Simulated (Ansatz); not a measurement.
# GeHF (triplet): the correlation ladder, cc-pVDZ

How much of the correlation energy of GeHF (triplet) does each wave-function method recover here?

Method: cc-pVDZ, core rule «outside noble gas», up to 15 orbitals frozen; program: Ansatz 0.2.0, Gaussian basis.

To be run: UHF; CCSD(T) on ROHF; CCSD(T) on UHF; BCCD(T) on ROHF; CISD; CCSDT(Q) on ROHF; CCSDT(Q) on UHF; CCSDTQ on ROHF; CCSDTQ on UHF.

10 further runs of the same task are left out: 7 for a known fault of the program, 3 set aside as unsound or not needed.

## 1. The geometry

The geometry is a PBE0/def2-TZVP stationary point (not a proven minimum) of the parent state, kept for this charge and spin. No spin-orbit coupling is included. The filled d shell of Ge may be among the frozen orbitals whatever the setting's name suggests; the logs give the count.

3 atoms, charge 0, spin multiplicity 3.

Atoms are counted from 1 here; the program's logs count them from 0.

Bond lengths: Ge1–F2 1.757 Å, Ge1–H3 1.609 Å. Angles: F2–Ge1–H3 94.2°.

## 2. UHF

in.yaml reads:

```yaml
crystal:
  periodic: [false, false, false]
  atoms:
    - {symbol: Ge, position_ang: [0.000000, -0.031999, 0.357936]}
    - {symbol: F, position_ang: [0.000000, 0.039207, -1.397243]}
    - {symbol: H, position_ang: [0.000000, 1.567096, 0.540598]}
basis:
  gaussian: {orbitals: cc-pVDZ}
magnetization: {spin_polarized: true, initial_magnetization: 2}
hamiltonian: {xc: hf}
output: {orbitals: {seedname: orbitals}}
```

Run with:

```console
ansatz run in.yaml --threads 1 --pin off --events-out ev --progress --plain --max-ram 4096MiB --backend cpu
```

The runs that follow: CCSD(T) on ROHF; CCSD(T) on UHF; BCCD(T) on ROHF; CISD; CCSDT(Q) on ROHF; CCSDT(Q) on UHF; CCSDTQ on ROHF; CCSDTQ on UHF.

**Question.** What will the summary of the whole plan be? Wanted: UCCSDTQ below the RHF energy; RMP2 from UCCSDTQ; UMP2 from UCCSDTQ; RCCSD from UCCSDTQ; RCCSD(T) from UCCSDTQ; UCCSD(T) from UCCSDTQ; RCCSDT(Q) from UCCSDTQ; UCCSDT(Q) from UCCSDTQ; T1 diagnostic.

**Answer**, as computed:

| quantity | value |
| --- | --- |
| UCCSDTQ below the RHF energy | -7.5324 eV |
| RMP2 from UCCSDTQ | +618.9 meV |
| UMP2 from UCCSDTQ | +593.5 meV |
| RCCSD from UCCSDTQ | +189.3 meV |
| RCCSD(T) from UCCSDTQ | +44.8 meV |
| UCCSD(T) from UCCSDTQ | +34.3 meV |
| RCCSDT(Q) from UCCSDTQ | +11.2 meV |
| UCCSDT(Q) from UCCSDTQ | -2.4 meV |
| levels within 1 kcal/mol (43 meV) | UCCSD(T), BCCD(T), RCCSDT, UCCSDT, RCCSDT(Q), UCCSDT(Q), RCCSDTQ |
| T1 diagnostic | 0.029 |

In words: RCCSD(T) lands +44.8 meV from the yardstick (0.6 % of the correlation energy). These misses are within one basis, not against nature; the frozen cores of restricted and unrestricted runs differ, which can shift their rows.
